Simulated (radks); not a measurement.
# Ge²⁺ in [Ar] 3d9.75 4s2 4d0.25: an all-electron calculation

One table from this session's results is given with a row withheld; the runs are named, their logs left out.

Method: Dirac Kohn-Sham, PBEsol, spin-unpolarised, spherical densities, finite nucleus; open shells are shared between the two j in proportion to 2j + 1. Code: radks (a radial shooting solver on a logarithmic mesh, Libxc functionals) version 1.

## The system

* element: germanium (Z = 32)
* charge: +2
* electrons: 30
* configuration: [Ar] 3d9.75 4s2 4d0.25
* nuclear rms radius: 4.0742 fm

Set-up of the first run:

The run's settings:

```text
Z 32
configuration [Ar] 3d9.75 4s2 4d0.25
relativity Dirac
functional pbe_sol,pbe_sol
spin unpolarised
j_filling average
nucleus finite rms 4.0742 fm
c 137.035999084
```

Launch:

```sh
> python run_ks.py task.json out
```

This one command runs every case of the session in turn.

One of the session's tables, all rows but one given; the rest of the session is left out.

It belongs to the step «Shells». From the orbitals of this run (lengths in bohr):

| level | <r> | outermost maximum (interpolated) | 90 % within | nodes |
| --- | --- | --- | --- | --- |
| 1s1/2 | 0.04702 | 0.0307 | 0.0840 | 0 |
| 2s1/2 | 0.2099 | 0.176 | 0.325 | 1 |
| 2p1/2 | 0.1813 | 0.139 | 0.297 | 0 |
| 2p3/2 | 0.1849 | 0.142 | 0.302 | 0 |
| 3s1/2 | 0.6235 | 0.542 | 0.932 | 2 |
| 3p1/2 | 0.6383 | 0.537 | 0.981 | 1 |
| 3p3/2 | 0.6489 | 0.546 | 0.997 | 1 |
| 3d3/2 | 0.7197 | 0.500 | 1.21 | 0 |
| 3d5/2 | 0.7246 | 0.502 | 1.22 | 0 |
| 4s1/2 | 1.906 | 1.65 | 2.81 | 3 |
| 4d3/2 | 3.659 | 3.06 | 5.56 | 1 |
| 4d5/2 | ? | ? | ? | ? |

Estimate the missing values for 4d5/2.

As computed: <r>: 3.670; outermost maximum (interpolated): 3.07; 90 % within: 5.58; nodes: 1. In the column «<r>» it is the highest.
